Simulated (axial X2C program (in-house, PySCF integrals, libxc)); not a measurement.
**WH⁺: bond curves with and without spin–orbit coupling**

What are the state, bond length, wavenumber and bond energy of WH⁺, and what does spin–orbit coupling change?

The runs use an in-house X2C program for linear molecules on PySCF integrals; all-electron X2C, W dyall-cv3z, H dyall-v3z.

All values are calculated.

## Step 1: Input

File task.json:

```json
{"zs": [74, 1], "q": 1, "bas": ["dyall-cv3z", "dyall-v3z"], "levels": ["PBE0", "HF", "PBE"], "cc": true, "r0": 1.69, "thr": -1.0, "nmax": 90, "npts": 10, "nst": 2, "ntry": 6}
```

Keys: zs atomic numbers; q charge; bas basis sets; levels methods (HF also brings MP2); cc coupled cluster on or off; r0 starting distance in Å; thr threshold in hartree for freezing inner shells (an s shell follows its p shell); nmax most natural virtual spinors; npts points asked for on the curve; nst determinants followed; ntry starts of the search.

Run with:

```
python so2c.py task.json out
```

Spin-free means the one-electron spin-free X2C Hamiltonian; two-component (2c) means X2C with spin–orbit coupling and atomic mean-field two-electron Coulomb and Gaunt terms. Basis: W dyall-cv3z contracted to [13s14p9d7f4g], H dyall-v3z contracted to [6s2p1d]; Gaussian nuclei, density fitting. Masses: W 183.951 u, H 1.008 u.

Notation: σ, π±, δ± give the projection m of an orbital's angular momentum (0, ±1, ±2), α and β its spin, Λ and M_S the sums; ω is the projection of a spinor's total angular momentum and Ω the sum. Logs are in hartree.

The results follow Hamiltonian by Hamiltonian and level by level.

## Step 2: Search for the lowest determinant

Determinants are compared with PBE0 at 1.690 Å.

Spin-free determinants:

```
ΔE (eV)           state                               open shells
   0.00  M_S = 2, Λ = 1   beyond closed shells: σα, π+α, δ+α, δ-α
   0.10  M_S = 2, Λ = 2   beyond closed shells: σα, π+α, π-α, δ+α
   0.13  M_S = 2, Λ = 0  beyond closed shells: π+α, π-α, δ+α, δ-α
   1.41  M_S = 1, Λ = 2   beyond closed shells: σβ, π+α, π-α, δ+α
   1.79  M_S = 1, Λ = 1   beyond closed shells: σβ, π+α, δ+α, δ-α
   1.79  M_S = 1, Λ = 2   beyond closed shells: σα, π+α, π-β, δ+α
   2.03  M_S = 1, Λ = 2  beyond closed shells: π+α, π+β, δ+α, δ-α
```

Two-component determinants:

```
ΔE (eV)  state                                           open shells
   0.00  Ω = 1               excess of +ω over −ω: ω = -3/2, ω = 5/2
   0.27  Ω = 2               excess of +ω over −ω: ω = -1/2, ω = 5/2
   0.28  Ω = 3                excess of +ω over −ω: ω = 1/2, ω = 5/2
   0.52  Ω = 4                excess of +ω over −ω: ω = 3/2, ω = 5/2
   1.13  Ω = 2  excess of +ω over −ω: 2 × ω = 1/2, ω = -3/2, ω = 5/2
   1.20  Ω = 1                     excess of +ω over −ω: 2 × ω = 1/2
   1.35  Ω = 1               excess of +ω over −ω: ω = -1/2, ω = 3/2
```

## Step 3: PBE0, spin-free

State followed: M_S = 2, Λ = 1 (beyond closed shells: σα, π+α, δ+α, δ-α). The scan is laid around 1.688 Å, a first estimate of the minimum, and this SCF restarts from the orbitals of the search.

The SCF at the reference distance of 1.688 Å:

```text
spin-free X2C-1e  PBE0
basis functions 202  fitting functions 987  grid points 5075
iter        total energy     max residual
   1     -16143.775539528     7.32e-01
   2     -16143.781688541     4.82e-04
   3     -16143.781689687     1.94e-04
   4     -16143.781690013     1.30e-04
   5     -16143.781690081     3.33e-05
   6     -16143.781690089     4.08e-06
   7     -16143.781690089     2.48e-06
converged
one-electron -22176.21891384  Coulomb 6337.92182515  exact exchange -80.90061344  xc functional -247.78251498  nuclear repulsion 23.19852702
```

Along the bond, energies from the lowest point:

```
R (Å)  E (eV)  μ (D)  HOMO (eV)  LUMO (eV)  iterations
1.469  0.4908  -1.42     -13.79     -11.11          11
1.536  0.2102  -1.47     -13.80     -11.09          11
1.587  0.0852  -1.49     -13.81     -11.08          11
1.637  0.0186  -1.51     -13.82     -11.07          11
1.688  0.0000  -1.53     -13.83     -11.07           7
1.747  0.0270  -1.53     -13.84     -11.06          11
1.806  0.0951  -1.52     -13.85     -11.05          11
1.882  0.2275  -1.50     -13.87     -11.04          12
1.975  0.4361  -1.43     -13.87     -11.04          12
2.110  0.7850  -1.25     -13.87     -11.02          12
```

Dipoles are positive if H is the positive end and refer to the centre of mass.

Outer orbitals at the reference distance:

```tsv
symmetry	occupied	ε (eV)	atomic character
σα	yes	-16.63	43% H s, 39% W d, 13% W s
σβ	yes	-16.26	52% H s, 26% W d, 15% W s
δ+α	yes	-14.08	100% W d
π+α	yes	-14.00	96% W d, 3% H p
δ-α	yes	-13.95	100% W d
σα	yes	-13.83	54% W s, 38% W d, 7% H s
π-α	no	-11.07	96% W d, 3% H p
π+β	no	-8.83	95% W d, 4% H p
π-β	no	-8.83	95% W d, 4% H p
σβ	no	-8.80	56% W s, 35% W d, 5% H s
```

PBE0 fields in the half plane through the axis: z from -2.4 to 3.9 Å across, distance from the axis 0.15 to 2.25 Å upwards; W lies at z = 0 and H at z = 1.688 Å; the ELF is damped to zero where the density is low.

log10 density (e/bohr³). Ten even steps from '0' (-6.09 ) to '9' (1.80 ):
```
1222333333333322211100
2223344444443333221100
2233444555444433322110
2334455555554444332211
2334455666555554433221
2344556676665555443221
3344567787766665543321
3345567898766666543321
```

ELF. Ten even steps from ' ' (0.00 ) to '@' (1.00 ):
```
          ..::::::::..                      
        ..::--====--::..                    
      ..::--==++++==--::........            
      ..::--==++++==--::::--++**==..        
        ..::--++++==::..--##%%@@@@**..      
        ..::--++**++::::**@@@@@@@@@@==      
        ..--++==--====--%%@@@@@@@@@@##      
        ::++**++::++++==@@@@@@@@@@@@%%..    
```

Re = 1.685 Å, ωe = 2038 cm⁻¹, ωexe = 31 cm⁻¹, Be = 5.923 cm⁻¹, De = 2.55 eV, μ = -1.53 D.

## Step 4: HF, spin-free

Output at 1.688 Å:

```text
spin-free X2C-1e  HF
basis functions 202  fitting functions 987  grid points 5075
iter        total energy     max residual
   1     -16138.701015417     9.90e-01
   2     -16138.738883564     2.07e-02
   3     -16138.739624317     2.31e-02
   4     -16138.741852508     2.69e-03
   5     -16138.742033382     1.92e-03
   6     -16138.742135939     1.09e-03
   7     -16138.742194503     6.42e-04
   8     -16138.742227441     2.87e-04
   9     -16138.742233978     9.75e-05
  10     -16138.742234798     3.44e-05
  11     -16138.742234872     1.00e-05
  12     -16138.742234880     3.07e-06
  13     -16138.742234881     1.93e-06
converged
one-electron -22178.70789514  Coulomb 6340.59310304  exact exchange -323.82596980  xc functional 0.00000000  nuclear repulsion 23.19852702
```

Re = 1.715 Å, ωe = 1918 cm⁻¹, ωexe = 52.2 cm⁻¹, Be = 5.717 cm⁻¹, De = 1.29 eV, μ = -2.28 D.

## Step 5: PBE, spin-free

Output at 1.688 Å:

```text
spin-free X2C-1e  PBE
basis functions 202  fitting functions 987  grid points 5075
iter        total energy     max residual
   1     -16144.012542551     3.30e-01
   2     -16144.016106092     1.69e-02
   3     -16144.013115472     3.03e-02
   4     -16144.017671600     1.60e-03
   5     -16144.017686093     1.22e-03
   6     -16144.017711875     1.64e-04
   7     -16144.017712218     5.60e-05
   8     -16144.017712270     1.21e-05
   9     -16144.017712274     5.69e-06
  10     -16144.017712275     6.12e-07
converged
one-electron -22174.32700853  Coulomb 6335.96474795  exact exchange 0.00000000  xc functional -328.85397872  nuclear repulsion 23.19852702
```

Re = 1.692 Å, ωe = 2002 cm⁻¹, ωexe = 31 cm⁻¹, Be = 5.875 cm⁻¹, De = 2.71 eV, μ = -1.24 D.

## Step 6: MP2 and beyond, spin-free

Correlated methods: 6 electrons correlated (frozen shells, counted by type: W 5 s, 4 p, 2 d, 1 f; H none), 248 virtual spinors in MP2, 71 natural virtuals in coupled cluster.

Output of the correlated part at 1.688 Å:

```text
correlated 6  virtual 248  natural virtual 71  E(MP2) -0.081979102  MP2 remainder -0.001994843
iter   CCSD correlation   residual
   1     -0.089873541   7.83e-02
   2     -0.093902361   3.63e-02
   3     -0.094758823   1.51e-02
   4     -0.095074980   7.39e-03
   5     -0.095141091   2.91e-03
   6     -0.095149202   1.18e-03
   7     -0.095149340   4.77e-04
   8     -0.095144821   1.94e-04
   9     -0.095144613   6.67e-05
  10     -0.095144528   2.42e-05
  11     -0.095144708   8.45e-06
  12     -0.095144703   3.39e-06
(T) -0.002624986  T1 0.0339  D1 0.0752  max T2 0.075
```

T1 in the output is the amplitude norm over the root of the electron number; divide by √2 for the Lee–Taylor value.

MP2: Re = 1.682 Å, ωe = 2125 cm⁻¹, Be = 5.944 cm⁻¹, De = 2.25 eV.

CCSD: Re = 1.699 Å, ωe = 2020 cm⁻¹, ωexe = 30.2 cm⁻¹, Be = 5.824 cm⁻¹, De = 2.47 eV. T1 at Re = 0.024 (Lee–Taylor, the printed value over √2).

CCSD(T): Re = 1.700 Å, ωe = 2018 cm⁻¹, ωexe = 29.4 cm⁻¹, Be = 5.82 cm⁻¹, De = 2.52 eV. T1 at Re = 0.024 (Lee–Taylor, the printed value over √2).

## Step 7: A higher determinant, spin-free

State: M_S = 2, Λ = 2 (beyond closed shells: σα, π+α, π-α, δ+α).

Output at the reference distance:

```text
spin-free X2C-1e  PBE0
basis functions 202  fitting functions 987  grid points 5075
iter        total energy     max residual
   1     -16143.771824276     7.45e-01
   2     -16143.777984613     5.00e-04
   3     -16143.777985823     1.95e-04
   4     -16143.777986134     1.35e-04
   5     -16143.777986207     3.04e-05
   6     -16143.777986216     4.07e-06
   7     -16143.777986216     2.47e-06
converged
one-electron -22175.83057119  Coulomb 6337.52573197  exact exchange -80.89814766  xc functional -247.77352635  nuclear repulsion 23.19852702
```

```
R (Å)  E above the lowest PBE0 point (eV)
1.469                               0.493
1.536                               0.250
1.587                               0.148
1.637                               0.102
1.688                               0.101
1.747                               0.145
1.806                               0.226
1.882                               0.372
1.975                               0.591
```

Re = 1.664 Å, ωe = 2058 cm⁻¹, ωexe = 32.2 cm⁻¹, Be = 6.076 cm⁻¹, μ = -1.46 D. Te = 0.10 eV. As a difference of two determinants it need not be a gap between pure terms.

## Step 8: The spin-free curves together

Energy (eV) of the followed determinant, spin-free, from each level's lowest point:

```
R (Å)   PBE0     HF    MP2   CCSD  CCSD(T)    PBE
1.469  0.491  0.597  0.503    n/a      n/a  0.511
1.536  0.210  0.281  0.214  0.251    0.253  0.225
1.587  0.085  0.131  0.085  0.111    0.112  0.095
1.637  0.019  0.041  0.017  0.030    0.031  0.024
1.688  0.000  0.000  0.000  0.000    0.000  0.000
1.747  0.027  0.001  0.032  0.015    0.015  0.021
1.806  0.095  0.043  0.111  0.073    0.072  0.082
1.882  0.228  0.139  0.264  0.196    0.194  0.206
1.975  0.436  0.291  0.509    n/a      n/a  0.405
2.110  0.785  0.521  0.905    n/a      n/a  0.743
```

## Step 9: PBE0, 2c

State followed: Ω = 1 (excess of +ω over −ω: ω = -3/2, ω = 5/2). The scan is laid around 1.688 Å, a first estimate of the minimum, and this SCF restarts from the orbitals of the search.

The SCF at the reference distance of 1.688 Å:

```text
two-component X2C + atomic mean field  PBE0
basis functions 202  fitting functions 987  grid points 5075
iter        total energy     max residual
   1     -16142.523408757     7.41e-01
   2     -16142.529600372     4.83e-04
   3     -16142.529601506     1.95e-04
   4     -16142.529601840     1.30e-04
   5     -16142.529601907     3.32e-05
   6     -16142.529601916     4.75e-06
   7     -16142.529601916     2.96e-06
converged
one-electron -22158.42896633  Coulomb 6335.31937095  exact exchange -80.87200080  xc functional -247.73951998  nuclear repulsion 23.19852702  atomic mean-field constant -14.00701278
```

Along the bond, energies from the lowest point:

```
R (Å)  E (eV)  μ (D)  HOMO (eV)  LUMO (eV)  iterations
1.469  0.4935  -1.42     -13.56     -10.97          13
1.536  0.2128  -1.47     -13.59     -10.95          12
1.587  0.0871  -1.50     -13.60     -10.94          12
1.637  0.0196  -1.52     -13.61     -10.93          12
1.688  0.0000  -1.53     -13.62     -10.92           7
1.747  0.0256  -1.54     -13.63     -10.91          12
1.806  0.0922  -1.53     -13.64     -10.90          11
1.882  0.2227  -1.50     -13.65     -10.89          12
1.975  0.4290  -1.44     -13.65     -10.88          12
2.110  0.7753  -1.27     -13.64     -10.86          12
```

Dipoles are positive if H is the positive end and refer to the centre of mass.

Outer spinors at the reference distance:

| ω | occupied | ε (eV) | atomic character | λ mixture |
| --- | --- | --- | --- | --- |
| 1/2 | yes | -16.61 | 43% H s, 39% W d, 13% W s | 100% σ |
| -1/2 | yes | -16.28 | 51% H s, 27% W d, 15% W s | 99% σ, 1% π |
| -3/2 | yes | -14.39 | 100% W d | 99% δ, 1% π |
| -1/2 | yes | -14.12 | 95% W d, 2% H p | 98% π, 2% σ |
| 1/2 | yes | -13.84 | 54% W s, 38% W d, 7% H s | 99% σ, 1% π |
| 5/2 | yes | -13.62 | 100% W d | 100% δ |
| 3/2 | no | -10.92 | 96% W d, 3% H p | 99% π, 1% δ |
| 1/2 | no | -9.00 | 87% W d, 5% W p, 3% H p | 91% π, 9% σ |
| -1/2 | no | -8.81 | 57% W s, 34% W d, 5% H s | 99% σ, 1% π |
| -3/2 | no | -8.68 | 95% W d, 4% H p | 99% π, 1% δ |

PBE0 fields in the half plane through the axis: z from -2.4 to 3.9 Å across, distance from the axis 0.15 to 2.25 Å upwards; W lies at z = 0 and H at z = 1.688 Å; the ELF is damped to zero where the density is low.

log10 density (e/bohr³). Ten even steps from '0' (-6.09 ) to '9' (1.80 ):
```
1222333333333322211100
2223344444443333221100
2233444555444433322110
2334455555554444332211
2334455666555554433221
2344556676665555443221
3344567787766665543321
3345567898766666543321
```

ELF. Ten even steps from '0' (0.00 ) to '9' (1.00 ):
```
0000012222100000000000
0000123443210000000000
0001234554321111000000
0001234554222356410000
0000123554213799961000
0000123565216999994000
0000135434438999997000
0001256525549999998100
```

Re = 1.687 Å, ωe = 2029 cm⁻¹, ωexe = 30.8 cm⁻¹, Be = 5.913 cm⁻¹, De = 2.48 eV, μ = -1.53 D.

## Step 10: HF, 2c

Output at 1.688 Å:

```text
two-component X2C + atomic mean field  HF
basis functions 202  fitting functions 987  grid points 5075
iter        total energy     max residual
   1     -16137.406084346     9.86e-01
   2     -16137.444254765     2.06e-02
   3     -16137.445036159     2.32e-02
   4     -16137.447269003     2.61e-03
   5     -16137.447459504     1.85e-03
   6     -16137.447567398     1.02e-03
   7     -16137.447627371     6.04e-04
   8     -16137.447659050     2.71e-04
   9     -16137.447665185     9.62e-05
  10     -16137.447666181     4.03e-05
  11     -16137.447666335     1.72e-05
  12     -16137.447666365     1.03e-05
  13     -16137.447666373     7.48e-06
  14     -16137.447666376     4.64e-06
  15     -16137.447666377     2.56e-06
converged
one-electron -22160.88963025  Coulomb 6337.96212723  exact exchange -323.71167760  xc functional 0.00000000  nuclear repulsion 23.19852702  atomic mean-field constant -14.00701278
```

Re = 1.716 Å, ωe = 1918 cm⁻¹, ωexe = 50.3 cm⁻¹, Be = 5.71 cm⁻¹, De = 1.20 eV, μ = -2.27 D.

## Step 11: PBE, 2c

The SCF at the reference distance of 1.688 Å:

```text
two-component X2C + atomic mean field  PBE
basis functions 202  fitting functions 987  grid points 5075
iter        total energy     max residual
   1     -16142.775215874     3.29e-01
   2     -16142.778805564     1.70e-02
   3     -16142.775754586     3.05e-02
   4     -16142.780382792     1.62e-03
   5     -16142.780397873     1.18e-03
   6     -16142.780422769     1.63e-04
   7     -16142.780423111     5.50e-05
   8     -16142.780423161     1.20e-05
   9     -16142.780423165     5.65e-06
  10     -16142.780423165     6.27e-07
converged
one-electron -22156.53673493  Coulomb 6333.36218587  exact exchange 0.00000000  xc functional -328.79738834  nuclear repulsion 23.19852702  atomic mean-field constant -14.00701278
```

Re = 1.693 Å, ωe = 1992 cm⁻¹, ωexe = 30.9 cm⁻¹, Be = 5.865 cm⁻¹, De = 2.67 eV, μ = -1.25 D.

## Step 12: MP2 and beyond, 2c

Correlated methods: 6 electrons correlated (frozen shells, counted by type: W 5 s, 4 p, 2 d, 1 f; H none), 248 virtual spinors in MP2, 73 natural virtuals in coupled cluster.

Output of the correlated part at 1.688 Å:

```text
correlated 6  virtual 248  natural virtual 73  E(MP2) -0.082056187  MP2 remainder -0.002051054
iter   CCSD correlation   residual
   1     -0.089945762   7.85e-02
   2     -0.094006587   3.64e-02
   3     -0.094851002   1.51e-02
   4     -0.095160789   7.38e-03
   5     -0.095225066   2.89e-03
   6     -0.095233131   1.14e-03
   7     -0.095233402   4.62e-04
   8     -0.095229182   1.94e-04
   9     -0.095229069   6.86e-05
  10     -0.095229012   2.55e-05
  11     -0.095229201   9.26e-06
  12     -0.095229192   3.92e-06
(T) -0.002622265  T1 0.0335  D1 0.0742  max T2 0.066
```

MP2: Re = 1.684 Å, ωe = 2110 cm⁻¹, Be = 5.928 cm⁻¹, De = 2.13 eV.

CCSD: Re = 1.700 Å, ωe = 2017 cm⁻¹, Be = 5.819 cm⁻¹, De = 2.34 eV. T1 at Re = 0.024 (Lee–Taylor, the printed value over √2).

CCSD(T): Re = 1.701 Å, ωe = 2015 cm⁻¹, Be = 5.815 cm⁻¹, De = 2.39 eV. T1 at Re = 0.024 (Lee–Taylor, the printed value over √2).

## Step 13: A higher determinant, 2c

State: Ω = 2 (excess of +ω over −ω: ω = -1/2, ω = 5/2).

Output at the reference distance:

```text
two-component X2C + atomic mean field  PBE0
basis functions 202  fitting functions 987  grid points 5075
iter        total energy     max residual
   1     -16142.513587871     7.61e-01
   2     -16142.519679025     5.18e-04
   3     -16142.519680119     2.08e-04
   4     -16142.519680504     1.32e-04
   5     -16142.519680570     3.25e-05
   6     -16142.519680581     4.90e-06
   7     -16142.519680581     2.47e-06
converged
one-electron -22161.84002561  Coulomb 6338.82116838  exact exchange -80.89251499  xc functional -247.79982260  nuclear repulsion 23.19852702  atomic mean-field constant -14.00701278
```

```
R (Å)  E above the lowest PBE0 point (eV)
1.469                               0.770
1.536                               0.490
1.587                               0.363
1.637                               0.293
1.688                               0.270
1.747                               0.291
1.806                               0.352
1.882                               0.474
1.975                               0.669
```

Re = 1.692 Å, ωe = 1988 cm⁻¹, ωexe = 31.4 cm⁻¹, Be = 5.878 cm⁻¹, μ = -1.81 D. Te = 0.27 eV. As a difference of two determinants it need not be a gap between pure terms.

## Step 14: The 2c curves together

Energy (eV) of the followed determinant, 2c, from each level's lowest point:

```
R (Å)   PBE0     HF    MP2   CCSD  CCSD(T)    PBE
1.469  0.493  0.600  0.508    n/a      n/a  0.513
1.536  0.213  0.283  0.218  0.255    0.256  0.227
1.587  0.087  0.133  0.088  0.113    0.114  0.097
1.637  0.020  0.042  0.019  0.032    0.033  0.025
1.688  0.000  0.000  0.000  0.000    0.000  0.000
1.747  0.026  0.001  0.030  0.015    0.015  0.019
1.806  0.092  0.042  0.106  0.071    0.070  0.080
1.882  0.223  0.137  0.256  0.192    0.191  0.201
1.975  0.429  0.290  0.498    n/a      n/a  0.398
2.110  0.775  0.523  0.894    n/a      n/a  0.733
```

Time for the job: 60 s (1 thread of AMD EPYC 9R45 (Zen 5), shared host); peak memory 0.41 GiB.

## Step 15: Constants

Lowest determinant that the search found at its distance, spin-free: M_S = 2, Λ = 1 (beyond closed shells: σα, π+α, δ+α, δ-α).

Lowest determinant that the search found at its distance, 2c: Ω = 1 (excess of +ω over −ω: ω = -3/2, ω = 5/2).

```tsv
Hamiltonian	level	Re (Å)	ωe (cm⁻¹)	De (eV)	μ (D)
spin-free	PBE0	1.685	2038	2.55	-1.53
spin-free	HF	1.715	1918	1.29	-2.28
spin-free	MP2	1.682	2125	2.25	n/a
spin-free	CCSD	1.699	2020	2.47	n/a
spin-free	CCSD(T)	1.700	2018	2.52	n/a
spin-free	PBE	1.692	2002	2.71	-1.24
2c	PBE0	1.687	2029	2.48	-1.53
2c	HF	1.716	1918	1.20	-2.27
2c	MP2	1.684	2110	2.13	n/a
2c	CCSD	1.700	2017	2.34	n/a
2c	CCSD(T)	1.701	2015	2.39	n/a
2c	PBE	1.693	1992	2.67	-1.25
```

Dipoles are positive if H is the positive end and refer to the centre of mass.

Time per point (s) on 1 thread of AMD EPYC 9R45 (Zen 5), shared host (2c runs; CCSD comes with the CCSD(T) run); the times are rough: PBE0 0.36, HF 0.32, MP2 0.35, CCSD(T) 0.88, PBE 0.15.

**Reading.** At CCSD(T), going from spin-free to two-component changes Re by +1 mÅ, ωe by -0.2 %, which is small (part of it comes from the scalar share of the two-electron terms). De moves by -0.13 eV; both De rest on single-determinant atoms, which can miss part of an open shell's spin–orbit lowering.

De refers to W+ + H, each in the lowest determinant found, which need not be this curve's own limit. The state is a single determinant with fixed occupations, the lowest that a limited PBE0 search found. De is counted from the lowest determinant-based energies of the atoms at the same level, without counterpoise correction. Density functionals use the spin component along the axis (collinear). CCSD and (T) use frozen natural virtuals with an MP2 correction for the truncation. With several unpaired electrons one determinant need not be a pure state. At some level an empty orbital lies below a filled one. The spin-free determinant is spin-contaminated at some levels, which hurts MP2 most. With the outer-core shells frozen, correlated bond lengths of heavy atoms tend to come out a few hundredths of an ångström too long. T1 at Re is 0.024 (Lee–Taylor), above the customary mark of 0.02.
